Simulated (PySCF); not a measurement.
**[Yb(NH3)2]3+: other functionals and bases at one geometry**

How far do other levels of theory move the description of [Yb(NH3)2]3+, and what does each cost? The structure is generated, not taken from experiment.

Program: PySCF 2.14.0. Level of theory: several levels, as the steps say, no spin–orbit coupling. These are calculated values, not measurements.

2 further runs of the same task are left out: 1 for a known fault of the program, 1 set aside as unsound or not needed.

### Step 1. The starting structure

9 atoms, charge 3, spin multiplicity 1.

Bond lengths: Yb1–N2 2.306 Å, Yb1–N6 2.306 Å, N2–H3 1.045 Å, N2–H4 1.045 Å, N2–H5 1.043 Å, N6–H7 1.044 Å, N6–H8 1.044 Å, N6–H9 1.044 Å. Angles: N2–Yb1–N6 109.0°, Yb1–N2–H3 115.7°, Yb1–N2–H4 115.5°, Yb1–N2–H5 117.1°, H3–N2–H4 101.9°, H3–N2–H5 102.2°, H4–N2–H5 102.2°, Yb1–N6–H7 116.6°, Yb1–N6–H8 116.5°, Yb1–N6–H9 115.2°, H7–N6–H8 102.2°, H7–N6–H9 102.1°, H8–N6–H9 102.0°.

Coordinates:

```
Yb   -0.06086    1.15938   -0.00014
N     0.00849   -0.17811    1.87745
H     0.84194   -0.04967    2.49428
H    -0.78012   -0.04903    2.55026
H     0.00295   -1.21009    1.72678
N     0.01030   -0.17670   -1.87819
H     0.83573   -0.80873   -1.97035
H    -0.78859   -0.83535   -2.01168
H     0.02468    0.33542   -2.78841
```

Formal oxidation states: Yb +3. Each metal's 13 4f electrons lie in its core potential, so multiplicities, spins and levels count the valence alone. An earlier session relaxed this geometry at r2SCAN, Yb lcecp-1-SVP with ECP59, N def2-SVP, H def2-SVP (singlet, point group C1).

At r2SCAN on the finer grid: E = -151.217215 Eh, HOMO -25.22 eV, LUMO -18.64 eV, Mulliken charge on Yb1 +2.07 e, largest force component 0.014 eV/Å. 

Levels to run: CAM-B3LYP; PBE; revPBE; TPSS; r2SCAN, TZVP. Hardware: 2 threads of Intel Xeon 6975P-C (Granite Rapids), shared host.

### Step 2. CAM-B3LYP

Contents of run.py (the lines that set the calculation):

```python
mol = gto.M(atom='''
Yb    -0.06086     1.15938    -0.00014
N      0.00849    -0.17811     1.87745
H      0.84194    -0.04967     2.49428
H     -0.78012    -0.04903     2.55026
H      0.00295    -1.21009     1.72678
N      0.01030    -0.17670    -1.87819
H      0.83573    -0.80873    -1.97035
H     -0.78859    -0.83535    -2.01168
H      0.02468     0.33542    -2.78841''',
    basis={'Yb': 'lcecp-1-SVP', 'N': 'def2-SVP', 'H': 'def2-SVP'},
    ecp={'Yb': 'lcecp-1-SVP'},
    charge=3, spin=0)
mf = dft.RKS(mol, xc='CAMB3LYP')
mf.grids.atom_grid = (75, 302)  # f atoms: unpruned, at least (60, 302)
mf = mf.density_fit()  # fitting sets: Yb AutoAux, N def2-universal-JKFIT, H def2-universal-JKFIT
mf.conv_tol = 1e-08; mf.max_cycle = 55
mf.kernel(dm0)  # dm0: the density of the relaxed state
```

The run is started by

```
OMP_NUM_THREADS=2 python run.py
```

Output:

```text
init E= -151.173161948475
  HOMO = -1.02130503616068  LUMO = -0.643158035506397  gap/eV = 10.28990
cycle= 1 E= -151.175539653208  delta_E= -0.00238  |g|= 0.0265  |ddm|= 0.137
  HOMO = -1.01847645590434  LUMO = -0.6481011953283  gap/eV = 10.07842
cycle= 2 E= -151.17558652664  delta_E= -4.69e-05  |g|= 0.0278  |ddm|= 0.0596
  HOMO = -1.02227899427762  LUMO = -0.6475265016548  gap/eV = 10.19753
cycle= 3 E= -151.175752466334  delta_E= -0.000166  |g|= 0.00217  |ddm|= 0.0201
  HOMO = -1.02208004908827  LUMO = -0.647349480640875  gap/eV = 10.19694
cycle= 4 E= -151.175755709441  delta_E= -3.24e-06  |g|= 0.000547  |ddm|= 0.00587
  HOMO = -1.02217454414502  LUMO = -0.64750717378667  gap/eV = 10.19522
cycle= 5 E= -151.175755939745  delta_E= -2.3e-07  |g|= 0.00011  |ddm|= 0.00202
  HOMO = -1.0221613199945  LUMO = -0.647495573139645  gap/eV = 10.19517
cycle= 6 E= -151.175755953257  delta_E= -1.35e-08  |g|= 2.8e-05  |ddm|= 0.000436
  HOMO = -1.02216246653505  LUMO = -0.647493171676999  gap/eV = 10.19527
cycle= 7 E= -151.175755953911  delta_E= -6.54e-10  |g|= 4.12e-06  |ddm|= 9.61e-05
  HOMO = -1.02216289760025  LUMO = -0.647493784100993  gap/eV = 10.19527
Extra cycle  E= -151.175755953925  delta_E= -1.37e-11  |g|= 2.08e-06  |ddm|= 9.2e-06
converged SCF energy = -151.175755953925
```

Wall time 6.9 s (2 threads of Intel Xeon 6975P-C (Granite Rapids), shared host).

Read off: E = -151.175756 Eh, HOMO -27.81 eV, LUMO -17.62 eV, Mulliken charge on Yb1 +2.06 e, largest force component 0.072 eV/Å. 

### Step 3. PBE

run.py (the lines that set the calculation): that of step 2 with these lines changed.

```diff
@@ -13,3 +13,3 @@
     charge=3, spin=0)
-mf = dft.RKS(mol, xc='CAMB3LYP')
+mf = dft.RKS(mol, xc='PBE')
 mf.grids.atom_grid = (75, 302)  # f atoms: unpruned, at least (60, 302)
```

The run is started by

```
OMP_NUM_THREADS=2 python run.py
```

Output:

```text
init E= -151.121170785751
  HOMO = -0.913046589882144  LUMO = -0.717292357998836  gap/eV = 5.32674
cycle= 1 E= -151.122466593279  delta_E= -0.0013  |g|= 0.0343  |ddm|= 0.224
  HOMO = -0.922149098319722  LUMO = -0.710547602930173  gap/eV = 5.75797
cycle= 2 E= -151.12164465263  delta_E= 0.000822  |g|= 0.0696  |ddm|= 0.121
  HOMO = -0.916844778098251  LUMO = -0.713135929988853  gap/eV = 5.54320
cycle= 3 E= -151.122851365104  delta_E= -0.00121  |g|= 0.00479  |ddm|= 0.0638
  HOMO = -0.917072680195148  LUMO = -0.714303339557108  gap/eV = 5.51763
cycle= 4 E= -151.122861848944  delta_E= -1.05e-05  |g|= 0.000851  |ddm|= 0.00959
  HOMO = -0.916941118763898  LUMO = -0.714253704618406  gap/eV = 5.51541
cycle= 5 E= -151.122862006573  delta_E= -1.58e-07  |g|= 8.89e-05  |ddm|= 0.000755
  HOMO = -0.916939980604378  LUMO = -0.714253739514741  gap/eV = 5.51537
cycle= 6 E= -151.122862008323  delta_E= -1.75e-09  |g|= 1.33e-05  |ddm|= 8.47e-05
  HOMO = -0.916937910718532  LUMO = -0.714251386090192  gap/eV = 5.51538
Extra cycle  E= -151.122862008319  delta_E= 4.26e-12  |g|= 1.51e-05  |ddm|= 2.71e-05
converged SCF energy = -151.122862008319
```

Wall time 5.8 s (2 threads of Intel Xeon 6975P-C (Granite Rapids), shared host).

Result: E = -151.122862 Eh, HOMO -24.95 eV, LUMO -19.44 eV, Mulliken charge on Yb1 +1.97 e, largest force component 0.307 eV/Å. 

### Step 4. revPBE

run.py (the lines that set the calculation): that of step 3 with these lines changed.

```diff
@@ -13,3 +13,3 @@
     charge=3, spin=0)
-mf = dft.RKS(mol, xc='PBE')
+mf = dft.RKS(mol, xc='PBE_R,PBE')
 mf.grids.atom_grid = (75, 302)  # f atoms: unpruned, at least (60, 302)
```

The run is started by

```
OMP_NUM_THREADS=2 python run.py
```

Output:

```text
init E= -151.262378870338
  HOMO = -0.911515339367447  LUMO = -0.715134765022492  gap/eV = 5.34379
cycle= 1 E= -151.263325273292  delta_E= -0.000946  |g|= 0.0424  |ddm|= 0.208
  HOMO = -0.922507369717746  LUMO = -0.709033344503422  gap/eV = 5.80892
cycle= 2 E= -151.262109059038  delta_E= 0.00122  |g|= 0.0846  |ddm|= 0.129
  HOMO = -0.915609911485256  LUMO = -0.711412311713734  gap/eV = 5.55650
cycle= 3 E= -151.263815137701  delta_E= -0.00171  |g|= 0.00351  |ddm|= 0.0739
  HOMO = -0.915679252105421  LUMO = -0.712227334296772  gap/eV = 5.53621
cycle= 4 E= -151.263820284058  delta_E= -5.15e-06  |g|= 0.000518  |ddm|= 0.0071
  HOMO = -0.915607777624757  LUMO = -0.712183616040403  gap/eV = 5.53545
cycle= 5 E= -151.263820342781  delta_E= -5.87e-08  |g|= 8.86e-05  |ddm|= 0.000457
  HOMO = -0.915606376784804  LUMO = -0.71218916590564  gap/eV = 5.53526
cycle= 6 E= -151.263820344651  delta_E= -1.87e-09  |g|= 1.15e-05  |ddm|= 9.03e-05
  HOMO = -0.91560618764663  LUMO = -0.7121864147216  gap/eV = 5.53533
Extra cycle  E= -151.263820344628  delta_E= 2.24e-11  |g|= 1.55e-05  |ddm|= 2.99e-05
converged SCF energy = -151.263820344628
```

It took 6.1 s on 2 threads of Intel Xeon 6975P-C (Granite Rapids), shared host.

Read off: E = -151.263820 Eh, HOMO -24.91 eV, LUMO -19.38 eV, Mulliken charge on Yb1 +1.98 e, largest force component 0.295 eV/Å. 

### Step 5. TPSS

run.py (the lines that set the calculation): that of step 4 with these lines changed.

```diff
@@ -13,3 +13,3 @@
     charge=3, spin=0)
-mf = dft.RKS(mol, xc='PBE_R,PBE')
+mf = dft.RKS(mol, xc='TPSS')
 mf.grids.atom_grid = (75, 302)  # f atoms: unpruned, at least (60, 302)
```

The run is started by

```
OMP_NUM_THREADS=2 python run.py
```

Output:

```text
init E= -151.277598516778
  HOMO = -0.917607241196045  LUMO = -0.704679499035958  gap/eV = 5.79406
cycle= 1 E= -151.278820612667  delta_E= -0.00122  |g|= 0.013  |ddm|= 0.127
  HOMO = -0.921759032092888  LUMO = -0.70328636226848  gap/eV = 5.94494
cycle= 2 E= -151.278732001285  delta_E= 8.86e-05  |g|= 0.0238  |ddm|= 0.0372
  HOMO = -0.91961215043862  LUMO = -0.703915553899741  gap/eV = 5.86940
cycle= 3 E= -151.278866967273  delta_E= -0.000135  |g|= 0.0012  |ddm|= 0.021
  HOMO = -0.919596635939186  LUMO = -0.704079452169889  gap/eV = 5.86452
cycle= 4 E= -151.27886738685  delta_E= -4.2e-07  |g|= 0.000264  |ddm|= 0.00191
  HOMO = -0.919572825740573  LUMO = -0.704055977435629  gap/eV = 5.86451
cycle= 5 E= -151.278867404353  delta_E= -1.75e-08  |g|= 3.05e-05  |ddm|= 0.000276
  HOMO = -0.919574270151257  LUMO = -0.704053878132774  gap/eV = 5.86461
cycle= 6 E= -151.278867404582  delta_E= -2.29e-10  |g|= 4.93e-06  |ddm|= 3.18e-05
  HOMO = -0.919575506674776  LUMO = -0.704053923010048  gap/eV = 5.86464
Extra cycle  E= -151.278867404575  delta_E= 6.54e-12  |g|= 7.3e-06  |ddm|= 9.94e-06
converged SCF energy = -151.278867404575
```

It took 9.3 s on 2 threads of Intel Xeon 6975P-C (Granite Rapids), shared host.

Read off: E = -151.278867 Eh, HOMO -25.02 eV, LUMO -19.16 eV, Mulliken charge on Yb1 +2.02 e, largest force component 0.202 eV/Å. 

### Step 6. r2SCAN, TZVP

Basis: Yb lcecp-1-TZVP with ECP59, N def2-TZVP, H def2-TZVP. 

run.py (the lines that set the calculation): that of step 5 with these lines changed.

```diff
@@ -10,6 +10,6 @@
 H      0.02468     0.33542    -2.78841''',
-    basis={'Yb': 'lcecp-1-SVP', 'N': 'def2-SVP', 'H': 'def2-SVP'},
-    ecp={'Yb': 'lcecp-1-SVP'},
+    basis={'Yb': 'lcecp-1-TZVP', 'N': 'def2-TZVP', 'H': 'def2-TZVP'},
+    ecp={'Yb': 'lcecp-1-TZVP'},
     charge=3, spin=0)
-mf = dft.RKS(mol, xc='TPSS')
+mf = dft.RKS(mol, xc='R2SCAN')
 mf.grids.atom_grid = (75, 302)  # f atoms: unpruned, at least (60, 302)
@@ -17,2 +17,2 @@
 mf.conv_tol = 1e-08; mf.max_cycle = 55
-mf.kernel(dm0)  # dm0: the density of the relaxed state
+mf.kernel(dm0)  # dm0: free metal ions and neutral atoms
```

The run is started by

```
OMP_NUM_THREADS=2 python run.py
```

Output:

```text
init E= -144.161354285954
  HOMO = -1.37928760512566  LUMO = -0.760053592161279  gap/eV = 16.85022
cycle= 1 E= -149.575921788767  delta_E= -5.41  |g|= 3.21  |ddm|= 2.49
  HOMO = -0.674474691022964  LUMO = -0.661932964977138  gap/eV = 0.34128
cycle= 2 E= -135.470612210094  delta_E= 14.1  |g|= 6.97  |ddm|= 5.46
  HOMO = -0.789306240311692  LUMO = -0.501928303773289  gap/eV = 7.81995
cycle= 3 E= -150.855953415474  delta_E= -15.4  |g|= 1.45  |ddm|= 5.28
  HOMO = -0.953428273456492  LUMO = -0.746846473404903  gap/eV = 5.62138
cycle= 4 E= -151.320961066154  delta_E= -0.465  |g|= 0.311  |ddm|= 1.51
  HOMO = -0.915671490286582  LUMO = -0.683216956103331  gap/eV = 6.32541
cycle= 5 E= -151.351191157879  delta_E= -0.0302  |g|= 0.0444  |ddm|= 0.314
  HOMO = -0.921331879962304  LUMO = -0.682202766673773  gap/eV = 6.50703
cycle= 6 E= -151.351530137043  delta_E= -0.000339  |g|= 0.0177  |ddm|= 0.0335
  HOMO = -0.922277644504039  LUMO = -0.682286999907949  gap/eV = 6.53048
cycle= 7 E= -151.351575182812  delta_E= -4.5e-05  |g|= 0.00952  |ddm|= 0.0138
  HOMO = -0.922563787830395  LUMO = -0.682478492971614  gap/eV = 6.53305
cycle= 8 E= -151.35159333555  delta_E= -1.82e-05  |g|= 0.0017  |ddm|= 0.00561
  HOMO = -0.922641212340584  LUMO = -0.68259855658904  gap/eV = 6.53189
cycle= 9 E= -151.351593936977  delta_E= -6.01e-07  |g|= 0.000314  |ddm|= 0.00123
  HOMO = -0.922624619285718  LUMO = -0.682582039983536  gap/eV = 6.53189
cycle= 10 E= -151.351593958367  delta_E= -2.14e-08  |g|= 4.26e-05  |ddm|= 0.00027
  HOMO = -0.922627321973882  LUMO = -0.682581817509051  gap/eV = 6.53197
cycle= 11 E= -151.351593958817  delta_E= -4.49e-10  |g|= 8.91e-06  |ddm|= 3.36e-05
  HOMO = -0.922627252200631  LUMO = -0.682581854592088  gap/eV = 6.53197
Extra cycle  E= -151.351593958828  delta_E= -1.15e-11  |g|= 5.58e-06  |ddm|= 1.01e-05
converged SCF energy = -151.351593958828
```

It took 22 s on 2 threads of Intel Xeon 6975P-C (Granite Rapids), shared host.

Result: E = -151.351594 Eh, HOMO -25.11 eV, LUMO -18.57 eV, Mulliken charge on Yb1 +2.27 e, largest force component 0.326 eV/Å. 

### Step 7. Results

| level | state | HOMO (eV) | gap (eV) | charge on Yb1 (e) | dipole (D) | largest force (eV/Å) | basis functions | time |
| --- | --- | --- | --- | --- | --- | --- | --- | --- |
| r2SCAN (relaxed here) | singlet | -25.22 | 6.58 | 2.07 | 4.10 | 0.01 | 91 | 38 s |
| CAM-B3LYP | singlet | -27.81 | 10.20 | 2.06 | 3.97 | 0.07 | 91 | 6.9 s |
| PBE | singlet | -24.95 | 5.52 | 1.97 | 4.38 | 0.31 | 91 | 5.8 s |
| revPBE | singlet | -24.91 | 5.54 | 1.98 | 4.32 | 0.29 | 91 | 6.1 s |
| TPSS | singlet | -25.02 | 5.86 | 2.02 | 4.20 | 0.20 | 91 | 9.3 s |
| r2SCAN, TZVP | singlet | -25.11 | 6.53 | 2.27 | 4.13 | 0.33 | 145 | 22 s |

Times are on 2 threads of Intel Xeon 6975P-C (Granite Rapids), shared host; the first row also made further properties. The dipole of a charged species depends on the origin, so these sizes hold for this origin alone.

In one basis the HOMO–LUMO gap runs from 5.52 eV (PBE) to 10.20 eV (CAM-B3LYP). The largest leftover force, 0.33 eV/Å with r2SCAN, TZVP, stands at a geometry relaxed at another level. The Mulliken charge on Yb spans +1.97 to +2.27 e over the levels. With 4f in the core, its levels are missing from HOMO and gap. Total energies of different levels can't be compared. Spin–orbit coupling is left out throughout.
